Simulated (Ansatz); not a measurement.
# CCuN: geometry and frequencies at several levels

An exercise on one series of results from a longer session: the logs are not shown, and one member is left open.

Computed with Ansatz 0.2.0 (the levels named in each step, unless a step's input says otherwise).

## The structure to begin with

Bond lengths: N1–C2 1.150 Å, C2–Cu3 1.869 Å. Angles: N1–C2–Cu3 180.0°.

As a file:

```xyz
3

N     0.0000    0.0000   -1.3899
C     0.0000    0.0000   -0.2395
Cu    0.0000    0.0000    1.6294
```

Set-up of the first run:

input.yaml reads:

```yaml
crystal:
  periodic: [false, false, false]
  atoms:
    - { symbol: "N", position_ang: [0.0, 0.0, -1.38848575] }
    - { symbol: C, position_ang: [0.0, 0.0, -0.20983743] }
    - { symbol: Cu, position_ang: [0.0, 0.0, 1.59832318] }
basis:
  gaussian: { orbitals: def2-TZVPP }
hamiltonian:
  xc: pbe0
  dispersion: d4
relax:
  f_tol: 0.002
  max_steps: 150
```

Started as:

```
$ ansatz run input.yaml --threads 2 --pin off --max-ram 5120MiB --backend cpu --events-out ev --progress --plain --runs-dir out
```

Steps of the session up to this table: Relaxation, PBE0-D4/def2-TZVPP; Frequencies, PBE0-D4/def2-TZVPP; Relaxation, PBE-D4/def2-TZVPP; Frequencies, PBE-D4/def2-TZVPP; Relaxation, r2SCAN-D4/def2-TZVPP; Frequencies, r2SCAN-D4/def2-TZVPP; Relaxation, B3LYP-D4/def2-TZVPP; Frequencies, B3LYP-D4/def2-TZVPP; Relaxation, B2PLYP/def2-TZVPP.

One table of the session follows, with a row left open; its other results are not shown here.

| level | N1–C2 (Å) | C2–Cu3 (Å) | rotational constants (MHz) | dipole (D) | highest frequency (cm⁻¹) |
| --- | --- | --- | --- | --- | --- |
| PBE0-D4/def2-TZVPP | 1.1564 | 1.8403 | 4202.2 | 7.19 | 2284 |
| PBE-D4/def2-TZVPP | ? | ? | ? | ? | ? |
| r2SCAN-D4/def2-TZVPP | 1.1619 | 1.8087 | 4291.4 | 6.86 | 2231 |
| B3LYP-D4/def2-TZVPP | 1.1568 | 1.8466 | 4181.3 | 7.02 | 2261 |
| B2PLYP/def2-TZVPP | 1.1646 | 1.8373 | 4193.5 | 7.18 | - |

Estimate the missing values for PBE-D4/def2-TZVPP.

**Answer.** N1–C2 (Å): 1.1704; C2–Cu3 (Å): 1.8174; rotational constants (MHz): 4243.7; dipole (D): 6.47; highest frequency (cm⁻¹): 2170. In the column «N1–C2 (Å)» it is the highest.
